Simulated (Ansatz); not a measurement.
# CCl2FNOSi: a ladder of functionals and wavefunction methods

The task here is to estimate one member of a computed series from the others.

Program: Ansatz 0.2.0, Gaussian basis. Level of theory: functionals in def2-TZVPP, the program's frozen cores in correlated methods. These are calculated values, not measurements.

Levels to be run: LDA (SPW92), PBE-D4, revPBE-D4, BLYP-D4, r2SCAN-D4, B97M-V, PBE0-D4, B3LYP-D4, r2SCANh-D4, r2SCAN0-D4, HSE06-D4, BHLYP-D4, CAM-B3LYP-D4, LC-ωPBE, ωB97X-V, ωB97M-V, B2PLYP, PBE-QIDH; CCSD(T)/def2-SVP; CCSD(T)/def2-TZVPP; MP2/def2-QZVPP; extrapolation to the limit; RPA on PBE.

## Structure used throughout

The geometry comes from an earlier relaxation with PBE0-D4 in a triple-zeta def2 set; it is a stationary point, not always the lowest conformer.

SMILES `O=C=N[Si](F)(Cl)Cl`, 7 atoms, charge 0, spin multiplicity 1.

Atoms are counted from 1 here; the program's logs count them from 0.

Bond lengths: O1–C2 1.158 Å, C2–N3 1.199 Å, N3–Si4 1.678 Å, Si4–F5 1.573 Å, Si4–Cl6 2.016 Å, Si4–Cl7 2.016 Å. Angles: O1–C2–N3 177.4°, C2–N3–Si4 153.8°, N3–Si4–F5 107.6°, N3–Si4–Cl6 110.9°, N3–Si4–Cl7 110.9°, F5–Si4–Cl6 108.4°, F5–Si4–Cl7 108.4°, Cl6–Si4–Cl7 110.4°.

Geometry (Å):

```
atom     x (Å)     y (Å)     z (Å)
  O1  -0.35687  -2.98831   0.05919
  C2  -0.32085  -1.84593  -0.12498
  N3  -0.31394  -0.66990  -0.36057
 Si4   0.10725   0.92492  -0.05315
  F5  -0.50508   1.80794  -1.20173
 Cl6  -0.65924   1.54581   1.70511
 Cl7   2.10984   1.15738  -0.06957
```

The first run:

in.yaml reads:

```yaml
crystal:
  periodic: [false, false, false]
  atoms:
    - {symbol: O, position_ang: [-0.356868, -2.988314, 0.059193]}
    - {symbol: C, position_ang: [-0.320854, -1.845932, -0.124981]}
    - {symbol: N, position_ang: [-0.313944, -0.669905, -0.360567]}
    - {symbol: Si, position_ang: [0.107249, 0.924925, -0.053153]}
    - {symbol: F, position_ang: [-0.505083, 1.807939, -1.201732]}
    - {symbol: Cl, position_ang: [-0.659245, 1.545812, 1.705115]}
    - {symbol: Cl, position_ang: [2.109845, 1.157375, -0.069573]}
basis:
  gaussian: {orbitals: def2-TZVPP}
hamiltonian: {xc: lda}
output: {orbitals: {seedname: orbitals}}
```

Among the steps run: LDA; PBE-D4 (GGA); revPBE-D4 (GGA); BLYP-D4 (GGA); r2SCAN-D4 (meta-GGA); B97M-V (meta-GGA); PBE0-D4 (hybrid); B3LYP-D4 (hybrid); r2SCANh-D4 (hybrid); r2SCAN0-D4 (hybrid); HSE06-D4 (hybrid); BHLYP-D4 (hybrid); CAM-B3LYP-D4 (range-separated); LC-ωPBE-D4 (range-separated; the results give it without D4); ωB97X-V (range-separated); ωB97M-V (range-separated); B2PLYP (double hybrid); PBE-QIDH (double hybrid).

One table of the session follows, with a row left open; its other results are not shown here.

It belongs to the step «Orbital energies across the functionals». 

| functional | HOMO (eV) | gap (eV) |
| --- | --- | --- |
| LDA (SPW92) | -8.19 | 6.53 |
| PBE-D4 | -7.99 | 6.64 |
| revPBE-D4 | -7.91 | 6.68 |
| BLYP-D4 | -7.83 | 6.62 |
| r2SCAN-D4 | -8.34 | 7.31 |
| B97M-V | -8.37 | 7.52 |
| PBE0-D4 | -9.43 | 9.09 |
| B3LYP-D4 | -9.15 | 8.58 |
| r2SCANh-D4 | -8.87 | 8.19 |
| r2SCAN0-D4 | -9.67 | 9.52 |
| HSE06-D4 | -9.02 | 8.30 |
| BHLYP-D4 | ? | ? |
| CAM-B3LYP-D4 | -10.78 | 11.61 |
| LC-ωPBE | -12.16 | 14.18 |
| ωB97X-V | -11.77 | 13.76 |
| ωB97M-V | -11.64 | 13.48 |

Estimate the missing values for BHLYP-D4.

Worked estimate for «HOMO (eV)». Against the share of exact exchange, BLYP-D4 (0, -7.83), B3LYP-D4 (0.2, -9.15) give a slope of -6.60 per unit share; at 0.5 the line stands at -11.13.

**Answer.** HOMO (eV): -10.73; gap (eV): 11.55. In «HOMO (eV)» the line misses by -0.40.
